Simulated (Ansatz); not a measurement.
Ba, space group P6/mmm, a convergence test of the plane-wave cutoff

With Ansatz 0.2.0, Python API.

Run as a notebook:

In [1]:
```python
import ansatz as az
import pandas as pd
```

In [2]:
```python
ba = (
    az.Lattice.of((4.3116137, 0.0, 0.0), (-2.15580685, 3.73396699, 0.0), (0.0, 0.0, 3.9134133))
    .atom('Ba', (0.0, 0.0, 0.0))
)
```

In [3]:
```python
[site.symbol for site in ba.resolved().sites]
```
Out [3]:
```text
['Ba']
```

In [4]:
```python
model = (
    ba.calculation()
    .functional(az.Functional.PBESOL)
    .kpoints(7, center='gamma')
    .occupations('fermi_dirac', width=0.15)
)

rows = []
for value in [250, 300, 350, 400, 450, 500]:
    summary = model.basis(value).run().report
    rows.append((value, summary['free_energy_ev'] / len(summary['lattice']['sites']), summary['n_iterations'], summary['n_pw']))

table = pd.DataFrame(rows, columns=['cutoff (eV)', 'F/atom (eV)', 'iterations', 'plane waves'])
table.round(5)
```
```text
DeckWarning: basis.ecutwfc = 250 eV is below the records' recommended 420 eV, and the density's cutoff is lower with it unless basis.ecutrho_ratio is high enough to keep the records' density cutoff: compare with a run at a higher cutoff
DeckWarning: basis.ecutwfc = 300 eV is below the records' recommended 420 eV, and the density's cutoff is lower with it unless basis.ecutrho_ratio is high enough to keep the records' density cutoff: compare with a run at a higher cutoff
DeckWarning: basis.ecutwfc = 350 eV is below the records' recommended 420 eV, and the density's cutoff is lower with it unless basis.ecutrho_ratio is high enough to keep the records' density cutoff: compare with a run at a higher cutoff
DeckWarning: basis.ecutwfc = 400 eV is below the records' recommended 420 eV, and the density's cutoff is lower with it unless basis.ecutrho_ratio is high enough to keep the records' density cutoff: compare with a run at a higher cutoff
```
Out [4]:
```text
   cutoff (eV)  F/atom (eV)  iterations  plane waves
0          250  -5862.37971           6          575
1          300  -5862.46092           6          743
2          350  -5862.47247           6          947
3          400  -5862.47350           6         1171
4          450  -5862.47357           6         1351
5          500  -5862.47362           6         1605
```

In [5]:
```python
# the last row is the reference
for row in rows[:-1]:
    shift = 1000 * (row[1] - rows[-1][1])
    print(f'{row[0]}: {shift:+.2f} meV/atom' + ('  (within 2 meV)' if abs(shift) < 2 else ''))
```
```text
250: +93.91 meV/atom
300: +12.70 meV/atom
350: +1.15 meV/atom  (within 2 meV)
400: +0.12 meV/atom  (within 2 meV)
450: +0.05 meV/atom  (within 2 meV)
```

From 350 eV on it stays within 2 meV an atom of the value at 500 eV; the first row (250 eV) is off by 93.9 meV and the last but one by 0.05 meV. The energy falls steadily, as expected when plane waves are added.

Caveats:
- For a metal this k-point mesh is coarse: on a finer one energies can move by several to tens of meV an atom and pressures by half a GPa or more, differences at one mesh by less.
- The smearing is wide enough that free energy and stress hold a thermal part of the electrons.
- This isn't the structure that Ba takes at ambient conditions.
- Warnings are shown shortened and without file and line.
- Shifts are counted from the last row, which is itself no proven limit.
- Wall time of the script: 5.5 s on 1 thread of Arm Neoverse V2 (shared host), peak memory 0.41 GiB.
